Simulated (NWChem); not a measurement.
**One shape, several levels: CH4BBrOS (SMILES COB(S)Br)**

Wanted: a comparison of 3 runs (HF/STO-3G, HF/3-21G, B3LYP/6-31G*) of CH4BBrOS. 

The calculation is run with NWChem 7.3.0.

## 1. Starting point

CH4BBrOS: 9 atoms, total charge 0, spin state singlet. SMILES: `COB(S)Br`. The shape is that of a PBE0-D4/def2-TZVP optimisation. This is one conformer, not always the lowest.

Bond lengths: C1–O2 1.418 Å, O2–B3 1.338 Å, B3–S4 1.812 Å, B3–Br5 1.928 Å, C1–H6 1.093 Å, C1–H7 1.089 Å, C1–H8 1.093 Å, S4–H9 1.340 Å. Some angles: C1–O2–B3 122.1°, O2–B3–S4 121.7°, O2–B3–Br5 116.9°, S4–B3–Br5 121.4°, O2–C1–H6 110.7°, O2–C1–H7 107.4°, O2–C1–H8 110.7°, B3–S4–H9 95.8°, H6–C1–H7 109.4°, H6–C1–H8 109.3°.

## 2. Energy and gradient at HF/STO-3G (run 1)

File run.py:

```python
from ase import Atoms
from ase.calculators.nwchem import NWChem

system = Atoms(['C', 'O', 'B', 'S', 'Br', 'H', 'H', 'H', 'H'], positions=[
    [0.525600, 0.144300, 1.364500],
    [-0.464000, 0.667300, 0.494100],
    [-0.612700, 0.226100, -0.760600],
    [0.443800, -1.078600, -1.442100],
    [-2.005000, 1.043700, -1.815100],
    [0.372200, -0.926000, 1.525800],
    [0.434100, 0.669200, 2.313800],
    [1.525900, 0.307900, 0.954800],
    [-0.131400, -1.100200, -2.652200],
])

calc = NWChem(
    label='mymol',
    theory='scf',
    memory='2200 mb',
    basis='STO-3G',
    basispar='spherical bse',
    scf={'nopen': '0', 'rhf': None, 'thresh': '1e-08', 'maxiter': '80'},
)
system.calc = calc

forces = system.get_forces()
print(f"energy = {system.get_potential_energy():.6f} eV")
print("forces (eV/A):")
for s, f in zip(system.symbols, forces):
    print(f"{s:2s} {f[0]:10.5f} {f[1]:10.5f} {f[2]:10.5f}")
print("dipole (e A):", system.get_dipole_moment().round(4))
```

On the command line:

```console
$ export ASE_NWCHEM_COMMAND="nwchem PREFIX.nwi > PREFIX.nwo"
$ python run.py
```

The log of the run:

```text
energy = -83700.131654 eV
forces (eV/A):
C     0.20065   -0.18260   -0.00175
O    -0.70690    0.42963   -0.49725
B     0.21962   -0.40623   -0.44192
S    -0.72701    0.55814   -0.26179
Br    0.39220   -0.18723    0.39425
H     0.13719   -0.06078    0.09904
H     0.08012    0.01851    0.20317
H     0.11647   -0.08330    0.11138
H     0.28766   -0.08613    0.39487
dipole (e A): [ 0.3534 -0.2273  0.2246]
```

The calculator wrote mymol.nwi:

```
title "mymol"

permanent_dir mymol

scratch_dir mymol

start mymol

geometry units angstrom nocenter noautosym noautoz
  C  5.2559999999999996e-01 1.4430000000000001e-01 1.3645000000000000e+00
  O  -4.6400000000000002e-01 6.6730000000000000e-01 4.9409999999999998e-01
  B  -6.1270000000000002e-01 2.2610000000000000e-01 -7.6060000000000005e-01
  S  4.4379999999999997e-01 -1.0786000000000000e+00 -1.4420999999999999e+00
  Br -2.0049999999999999e+00 1.0437000000000001e+00 -1.8150999999999999e+00
  H  3.7219999999999998e-01 -9.2600000000000005e-01 1.5258000000000000e+00
  H  4.3409999999999999e-01 6.6920000000000002e-01 2.3138000000000001e+00
  H  1.5259000000000000e+00 3.0790000000000001e-01 9.5479999999999998e-01
  H  -1.3139999999999999e-01 -1.1002000000000001e+00 -2.6522000000000001e+00
end

memory 2200 mb

basis spherical bse noprint
   * library STO-3G
end

scf
  nopen 0
  rhf
  thresh 1e-08
  maxiter 80
end

task scf gradient
```

mymol.nwo:

```text
Northwest Computational Chemistry Package (NWChem) 7.3.0
             --------------------------------------------------------

           Job information
           ---------------

    nwchem branch   = 7.3.0
    use scalapack   = T
    input           = mymol.nwi
    prefix          = mymol.
    data base       = mymol/mymol.db
    status          = startup
    nproc           =        1

           Memory information
           ------------------

[... 5 lines left out ...]
    hardfail = no
[... 138 lines left out ...]
         Quadratically convergent ROHF
[... 14 lines left out ...]
       Final RHF  results
[... 4 lines left out ...]
      Two-electron energy =   1597.775041331688
[... 55 lines left out ...]
                       ROHF Final Molecular Orbital Analysis
[... 241 lines left out ...]
                 ----------------------------------------
                 |  Time  |  1-e(secs)   |  2-e(secs)   |
                 ----------------------------------------
                 |  CPU   |       0.00   |       2.35   |
                 ----------------------------------------
                 |  WALL  |       0.00   |       2.35   |
                 ----------------------------------------

 Task  times  cpu:        6.8s     wall:        6.8s
 Total times  cpu:        6.9s     wall:        6.9s
```

Run time: 8.1 s. Hardware: 1 thread of Intel Xeon Platinum 8488C (Sapphire Rapids), shared host; peak memory 0.099 GiB.

## 3. Energy and forces at HF/3-21G (run 2)

File run.py:

```python
from ase import Atoms
from ase.calculators.nwchem import NWChem

atoms = Atoms('COBSBrHHHH', positions=[
    [0.525600, 0.144300, 1.364500],
    [-0.464000, 0.667300, 0.494100],
    [-0.612700, 0.226100, -0.760600],
    [0.443800, -1.078600, -1.442100],
    [-2.005000, 1.043700, -1.815100],
    [0.372200, -0.926000, 1.525800],
    [0.434100, 0.669200, 2.313800],
    [1.525900, 0.307900, 0.954800],
    [-0.131400, -1.100200, -2.652200],
])

calc = NWChem(
    label='nw',
    theory='scf',
    memory='2200 mb',
    basis='3-21G',
    basispar='spherical bse',
    scf={'nopen': '0', 'rhf': None, 'thresh': '1e-08', 'maxiter': '80', 'print': 'low'},
)
atoms.calc = calc

forces = atoms.get_forces()
e = atoms.get_potential_energy()
print(f"E = {e:.6f} eV")
print("forces (eV/A):")
for s, f in zip(atoms.symbols, forces):
    print(f"{s:2s} {f[0]:10.5f} {f[1]:10.5f} {f[2]:10.5f}")
```

On the command line:

```console
$ export ASE_NWCHEM_COMMAND="nwchem PREFIX.nwi > PREFIX.nwo"
$ python run.py
```

The log of the run:

```text
E = -84210.424234 eV
forces (eV/A):
C     1.13036   -0.35625    1.50425
O    -0.38520    0.27387   -0.18203
B    -0.36047    0.35111    0.02407
S     0.23988   -0.40073   -0.37749
Br   -0.55685    0.32638   -0.41955
H     0.08618    0.40377   -0.06119
H     0.03281   -0.20116   -0.36736
H    -0.37348   -0.08875    0.16841
H     0.18671   -0.30822   -0.28904
```

The calculator wrote nw.nwi:

```
title "nw"

permanent_dir nw

scratch_dir nw

start nw

geometry units angstrom nocenter noautosym noautoz
  C  5.2559999999999996e-01 1.4430000000000001e-01 1.3645000000000000e+00
  O  -4.6400000000000002e-01 6.6730000000000000e-01 4.9409999999999998e-01
  B  -6.1270000000000002e-01 2.2610000000000000e-01 -7.6060000000000005e-01
  S  4.4379999999999997e-01 -1.0786000000000000e+00 -1.4420999999999999e+00
  Br -2.0049999999999999e+00 1.0437000000000001e+00 -1.8150999999999999e+00
  H  3.7219999999999998e-01 -9.2600000000000005e-01 1.5258000000000000e+00
  H  4.3409999999999999e-01 6.6920000000000002e-01 2.3138000000000001e+00
  H  1.5259000000000000e+00 3.0790000000000001e-01 9.5479999999999998e-01
  H  -1.3139999999999999e-01 -1.1002000000000001e+00 -2.6522000000000001e+00
end

memory 2200 mb

basis spherical bse noprint
   * library 3-21G
end

scf
  nopen 0
  rhf
  thresh 1e-08
  maxiter 80
  print low
end

task scf gradient
```

nw.nwo:

```text
Northwest Computational Chemistry Package (NWChem) 7.3.0
             --------------------------------------------------------

           Job information
           ---------------

    nwchem branch   = 7.3.0
    use scalapack   = T
    input           = nw.nwi
    prefix          = nw.
    data base       = nw/nw.db
    status          = startup
    nproc           =        1

           Memory information
           ------------------

[... 5 lines left out ...]
    hardfail = no
[... 112 lines left out ...]
       Final RHF  results
[... 3 lines left out ...]
      One-electron energy =  -5059.235684116001
[... 1 line left out ...]
 Nuclear repulsion energy =    377.460552604983
[... 3 lines left out ...]
                              NWChem Gradients Module
                              -----------------------

                         RHF ENERGY GRADIENTS

    atom               coordinates                        gradient
                 x          y          z           x          y          z
   1 C       0.993240   0.272687   2.578531   -0.021982   0.006928  -0.029253
   2 O      -0.876833   1.261014   0.933714    0.007491  -0.005326   0.003540
   3 B      -1.157835   0.427267  -1.437326    0.007010  -0.006828  -0.000468
[... 5 lines of this table left out ...]
   9 H      -0.248310  -2.079077  -5.011931   -0.003631   0.005994   0.005621

 Task  times  cpu:        8.5s     wall:        8.5s
 Total times  cpu:        8.5s     wall:        8.5s
```

Run time: 9.6 s. Hardware: 1 thread of Intel Xeon Platinum 8488C (Sapphire Rapids), shared host; peak memory 0.1 GiB.

## 4. Energy and forces at B3LYP/6-31G(d) (Cartesian functions) (run 3)

File work.nw:

```
start work
memory 2200 mb
charge 0

geometry noautosym nocenter noautoz
   C     0.525600    0.144300    1.364500
   O    -0.464000    0.667300    0.494100
   B    -0.612700    0.226100   -0.760600
   S     0.443800   -1.078600   -1.442100
   Br   -2.005000    1.043700   -1.815100
   H     0.372200   -0.926000    1.525800
   H     0.434100    0.669200    2.313800
   H     1.525900    0.307900    0.954800
   H    -0.131400   -1.100200   -2.652200
end

basis
   C library 6-31G*
   O library 6-31G*
   B library 6-31G*
   S library 6-31G*
   Br library 6-31G*
   H library 6-31G*
end

dft
   xc b3lyp
   grid fine
   convergence energy 1e-08
   iterations 100
   mulliken
   noprint "final vectors analysis"
end

task dft gradient
```

On the command line:

```console
$ nwchem work.nw > work.out
```

The log of the run:

```text
[...]
          Wavefunction type:  closed shell.
          No. of atoms     :     9
          No. of electrons :    74
[...]
          Charge           :     0
          Spin multiplicity:     1
[...]
          AO basis - number of functions:   107
[...]
              XC Information
              --------------
                         B3LYP Method XC Potential
                     Hartree-Fock (Exact) Exchange  0.200
                        Slater Exchange Functional  0.800 local
                    Becke 1988 Exchange Functional  0.720 non-local
              Lee-Yang-Parr Correlation Functional  0.810
                  VWN I RPA Correlation Functional  0.190 local
[...]
 d= 0,ls=0.0,diis     1  -3112.6673541353 -3.49D+03  1.20D-02  2.03D+00     3.8
[...]
 d= 0,ls=0.0,diis    10  -3112.7675881927 -7.03D-09  5.06D-07  8.35D-09    29.5
         Total DFT energy =    -3112.767588192662
      One electron energy =    -5074.394978840223
           Coulomb energy =     1720.804601483103
    Exchange-Corr. energy =     -136.637763440525
 Nuclear repulsion energy =      377.460552604983
[...]
      Total Density - Mulliken Population Analysis
     ---------------------------------------------
    Atom       Charge   Shell Charges
 -----------   ------   -------------------------------------------------------
    1 C    6     6.24   1.99  0.69  2.08  0.59  0.84  0.05
    2 O    8     8.35   1.99  0.90  2.96  0.90  1.59  0.02
    3 B    5     4.71   1.99  0.55  1.43  0.28  0.33  0.12
    4 S   16    16.17   2.00  1.99  5.97  1.40  3.11  0.50  1.19  0.02
    5 Br  35    35.18   2.00  1.99  6.00  1.93  5.99  1.61  3.86  0.37  1.35  7.02  2.95  0.12
    6 H    1     0.83   0.53  0.29
    7 H    1     0.82   0.53  0.29
    8 H    1     0.83   0.53  0.30
    9 H    1     0.87   0.50  0.37
[...]
  wavefunction    = closed shell
[...]
```

Wall time 50 s (1 thread of Intel Xeon Platinum 8488C (Sapphire Rapids), shared host); peak memory 0.13 GiB.

## 5. Overview of the runs

```
run                               level  Cartesian functions  iteration cap   energy (Eh)  dipole moment (D)  largest force (eV/Å)  wall time
  1                           HF/STO-3G                   no             80  -3075.923129               2.29                 0.965      8.1 s
  2                            HF/3-21G                   no             80  -3094.676036                  –                 1.915      9.6 s
  3  B3LYP/6-31G* (Cartesian functions)                  yes            100  -3112.767588               2.01                 0.464       50 s
```

## 6. What came out

```
                       quantity           value
            run 3: total energy  -3112.76759 Eh
           run 3: dipole moment          2.01 D
run 3: largest force on an atom      0.464 eV/Å
```

In run 1 the basis is minimal, so the values are rough. All runs together took 68 s, the longest 50 s.
